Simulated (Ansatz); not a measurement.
**SnH+ (singlet): the correlation ladder, def2-TZVPP**

One table from this session's results is given with a row withheld; the runs are named, their logs left out.

Method: def2-TZVPP, core rule «outside noble gas», up to 9 orbitals frozen; program: Ansatz 0.2.0, Gaussian basis.

Plan: UHF; CCSD(T) on RHF; BCCD(T) on RHF; CISD; CCSDT(Q) on RHF; CASSCF and MRCISD+Q, 4 electrons in 5 orbitals; CASSCF and NEVPT2, 4 electrons in 5 orbitals; Full CI; Full CI, several states.

5 further runs of the same task are left out: 3 that didn't finish, 2 set aside as unsound or not needed.

**The system**

The geometry is a PBE0/def2-TZVP stationary point (not a proven minimum). No spin-orbit coupling is included. Elements past krypton take def2 core potentials.

2 atoms, charge 1, spin multiplicity 1.

Atoms are counted from 1 here; the program's logs count them from 0.

Bond lengths: Sn1–H2 1.760 Å.

Set-up of the first run:

Contents of in.yaml:

```yaml
crystal:
  periodic: [false, false, false]
  atoms:
    - {symbol: Sn, position_ang: [0.000000, 0.000000, 0.000000]}
    - {symbol: H, position_ang: [0.000000, 0.000000, 1.760200]}
basis:
  gaussian: {orbitals: def2-TZVPP}
total_charge: 1
magnetization: {spin_polarized: true, initial_magnetization: 0}
hamiltonian: {xc: hf}
output: {orbitals: {seedname: orbitals}}
```

Run with:

```sh
> ansatz run in.yaml --threads 1 --pin off --events-out ev --progress --plain --max-ram 2393MiB
```

Among the steps run: UHF; CCSD(T) on RHF; BCCD(T) on RHF; CISD; CCSDT(Q) on RHF; CASSCF and MRCISD+Q, 4 electrons in 5 orbitals; CASSCF and NEVPT2, 4 electrons in 5 orbitals; Full CI; Full CI, several states.

One of the session's tables, all rows but one given; the rest of the session is left out.

| method | from FCI (kJ/mol) |
| --- | --- |
| RHF | +204.8 |
| RMP2 | +50.8 |
| CISD | +8.6 |
| RCCSD | +3.8 |
| RCCSD(T) | +0.8 |
| BCCD(T) | +0.8 |
| RCCSDT | +0.1 |
| RCCSDT(Q) | 0.0 |
| CASSCF valence | +91.5 |
| NEVPT2 valence | +27.8 |
| MRCISD valence | ? |
| MRCISD+Q valence | +0.2 |
| FCI | 0 |

**Question.** Estimate the row for MRCISD valence.

As computed: from FCI (kJ/mol): +2.1. In the column «from FCI (kJ/mol)» it lies between BCCD(T) (+0.8) and RCCSD (+3.8).
